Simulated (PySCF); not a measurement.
# One shape, several levels: singlet SnSiH5O−

Wanted: a comparison of 6 runs (B3LYP/def2-SVPD, PBE/def2-SVPD, PBE0/def2-SVPD, r2SCAN/def2-SVPD, revPBE/def2-SVPD, CCSD(T)/def2-SVPD) of singlet SnSiH5O−. The job is set up through a Python script.

The results are computed with PySCF 2.14.0.

### 1 Starting point

The species is SnSiH5O− (8 atoms), meant as a singlet with charge -1. As SMILES of the parent species, `[SiH3][O][SnH2]`. Geometry: relaxed at PBE0-D4/def2-TZVP. This is one conformer, not always the lowest. That shape belongs to the parent species and isn't relaxed for this state.

Bond lengths: Si1–O2 1.631 Å, O2–Sn3 1.970 Å, Si1–H4 1.493 Å, Si1–H5 1.487 Å, Si1–H6 1.489 Å, Sn3–H7 1.723 Å, Sn3–H8 1.730 Å. Angles: Si1–O2–Sn3 136.4°, O2–Si1–H4 111.2°, O2–Si1–H5 109.2°, O2–Si1–H6 111.0°, O2–Sn3–H7 102.4°, O2–Sn3–H8 105.0°, H4–Si1–H5 108.7°, H4–Si1–H6 107.9°, H5–Si1–H6 108.8°, H7–Sn3–H8 112.5°.

### 2 The energy at B3LYP/def2-SVPD (core potential) (run 1)

Contents of input.py:

```python
from pyscf import gto, dft

system = gto.Mole()
system.atom = '''
Si    -1.394429     2.031645    -0.908580
O      1.109080     0.578634     0.148910
Sn     1.807523    -2.517304     2.093817
H     -3.548717     0.241318    -1.244952
H     -0.802378     3.205731    -3.391303
H     -2.217594     4.048360     0.872864
H      5.036876    -2.813991     1.796185
H      0.184059    -4.882485     0.527612
'''
system.basis = 'def2-svpd'
system.charge = -1
system.verbose = 4
system.unit = 'bohr'
system.ecp = {'Sn': 'def2-svp'}
system.max_memory = 1860
system.build()

mf = dft.RKS(system)
mf.xc = 'b3lyp'
mf.grids.level = 5
mf.conv_tol = 1e-10
mf.kernel()
if not mf.converged:
    mf = mf.newton().run(mf.mo_coeff, mf.mo_occ)

etot = mf.e_tot
print('Final energy', etot)
```

Run with:

```sh
$ OMP_NUM_THREADS=1 python input.py
```

Output:

```text
PySCF version 2.14.0

[... 82 lines left out ...]
converged SCF energy = -582.025734502387
Final energy -582.0257345023867
```

Wall time 27 s (1 thread of Intel Xeon at 2.70GHz, shared host); peak memory 0.66 GiB.

### 3 The energy at PBE/def2-SVPD (core potential) (run 2)

Contents of calc.py:

```python
from pyscf import gto, dft

mol = gto.M(
    atom='''
Si      -0.737900       1.075100      -0.480800
O        0.586900       0.306200       0.078800
Sn       0.956500      -1.332100       1.108000
H       -1.877900       0.127700      -0.658800
H       -0.424600       1.696400      -1.794600
H       -1.173500       2.142300       0.461900
H        2.665400      -1.489100       0.950500
H        0.097400      -2.583700       0.279200
''',
    max_memory=1860,
    basis='def2-svpd',
    verbose=4,
    charge=-1,
    ecp={'Sn': 'def2-svp'},
)

mf = dft.RKS(mol)
mf.xc = 'pbe'
mf.grids.level = 5
mf.conv_tol = 1e-10
mf.kernel()
if not mf.converged:
    mf = mf.newton().run(mf.mo_coeff, mf.mo_occ)

e_final = mf.e_tot
print('Final energy', e_final)
```

Run with:

```sh
$ OMP_NUM_THREADS=1 python calc.py
```

Output:

```text
PySCF version 2.14.0

[... 85 lines left out ...]
converged SCF energy = -581.674923010946
Final energy -581.6749230109459
```

It took 29 s on 1 thread of Intel Xeon at 2.70GHz, shared host; peak memory 0.66 GiB.

### 4 A single-point energy at PBE0/def2-SVPD (core potential) (run 3)

Contents of calc.py:

```python
from pyscf import gto, dft

mol = gto.M(
    atom='''
Si  -0.737900   1.075100  -0.480800
O    0.586900   0.306200   0.078800
Sn   0.956500  -1.332100   1.108000
H   -1.877900   0.127700  -0.658800
H   -0.424600   1.696400  -1.794600
H   -1.173500   2.142300   0.461900
H    2.665400  -1.489100   0.950500
H    0.097400  -2.583700   0.279200
''',
    spin=0,
    basis='def2-svpd',
    verbose=4,
    charge=-1,
    max_memory=1860,
    ecp={'Sn': 'def2-svp'},
)

mf = dft.RKS(mol)
mf.xc = 'pbe0'
mf.conv_tol = 1e-10
mf.grids.level = 5
mf.kernel()
if not mf.converged:
    mf = mf.newton().run(mf.mo_coeff, mf.mo_occ)

etot = mf.e_tot
print('E(%s) = %.9f' % ('PBE0', etot))
```

Run with:

```sh
$ OMP_NUM_THREADS=1 python calc.py
```

Output:

```text
PySCF version 2.14.0

[... 81 lines left out ...]
converged SCF energy = -581.718156152335
E(PBE0) = -581.718156152
```

It took 29 s on 1 thread of Intel Xeon at 2.70GHz, shared host; peak memory 0.66 GiB.

Runs 4 to 5 aren't shown in full; the table further down has their settings and results.

### 5 The energy at CCSD(T)/def2-SVPD (core potential) (run 6)

Contents of job.py:

```python
from pyscf import gto, scf, cc

mol = gto.M(
    atom='''
Si      -0.737900       1.075100      -0.480800
O        0.586900       0.306200       0.078800
Sn       0.956500      -1.332100       1.108000
H       -1.877900       0.127700      -0.658800
H       -0.424600       1.696400      -1.794600
H       -1.173500       2.142300       0.461900
H        2.665400      -1.489100       0.950500
H        0.097400      -2.583700       0.279200
''',
    basis='def2-svpd',
    spin=0,
    max_memory=1860,
    verbose=3,
    charge=-1,
    ecp={'Sn': 'def2-svp'},
)

hf = scf.RHF(mol)
hf.conv_tol = 1e-10
hf.kernel()
if not hf.converged:
    hf = hf.newton().run(hf.mo_coeff, hf.mo_occ)

mycc = cc.CCSD(hf, frozen=10)
mycc.kernel()
e_t = mycc.ccsd_t()
e_tot = mycc.e_tot + e_t
print('E = %.10f Eh' % e_tot)
```

Run with:

```sh
$ OMP_NUM_THREADS=1 python job.py
```

Output:

```text
converged SCF energy = -579.941922601317
E(CCSD) = -580.4231260504295  E_corr = -0.4812034491122389
CCSD(T) correction = -0.0144719135750994
E = -580.4375979640 Eh
```

Run time: 1.9 min. Hardware: 1 thread of Intel Xeon at 2.70GHz, shared host; peak memory 1.6 GiB.

### 6 All runs side by side

| run | level | integration grid | frozen core orbitals | energy (Eh) | HOMO energy (eV) | LUMO energy (eV) | HOMO–LUMO gap (eV) | wall time |
| --- | --- | --- | --- | --- | --- | --- | --- | --- |
| 1 | B3LYP/def2-SVPD (core potential) | 5 | – | -582.025735 | 0.45 | 3.63 | 3.18 | 27 s |
| 2 | PBE/def2-SVPD (core potential) | 5 | – | -581.674923 | 1.14 | 3.11 | 1.98 | 29 s |
| 3 | PBE0/def2-SVPD (core potential) | 5 | – | -581.718156 | 0.33 | 3.85 | 3.52 | 29 s |
| 4 | r2SCAN/def2-SVPD (core potential) | 5 | – | -581.936765 | 0.99 | 3.50 | 2.51 | 50 s |
| 5 | revPBE/def2-SVPD (core potential) | 5 | – | -581.876208 | 1.19 | 3.23 | 2.04 | 29 s |
| 6 | CCSD(T)/def2-SVPD (core potential) | – | 10 | -580.437598 | -1.45 | 5.56 | 7.01 | 1.9 min |

### 7 Results

```
                                                    quantity          value
                                         run 6: total energy  -580.43760 Eh
                  run 6: HOMO energy (Hartree–Fock orbitals)       -1.45 eV
                  run 6: LUMO energy (Hartree–Fock orbitals)        5.56 eV
run 6: HOMO–LUMO gap (to an unbound level, set by the basis)        7.01 eV
         run 6: correlation energy (10 core orbitals frozen)     -495.7 mEh
                                       run 6: (T) correction     -14.47 mEh
                                        run 6: T1 diagnostic          0.013
```

**Reading.** Over runs 1, 2, 3, 4, 5 the HOMO–LUMO gap runs from 1.98 eV (PBE/def2-SVPD) to 3.52 eV (PBE0/def2-SVPD). The empty levels of an anion lie above zero and hang on the basis. Totals of different functionals can't be ranked against each other. In runs 1, 2, 3, 4, 5 the HOMO lies above zero, so the outermost electron may be held by the basis alone. All runs together took 4.7 min, the longest 1.9 min.
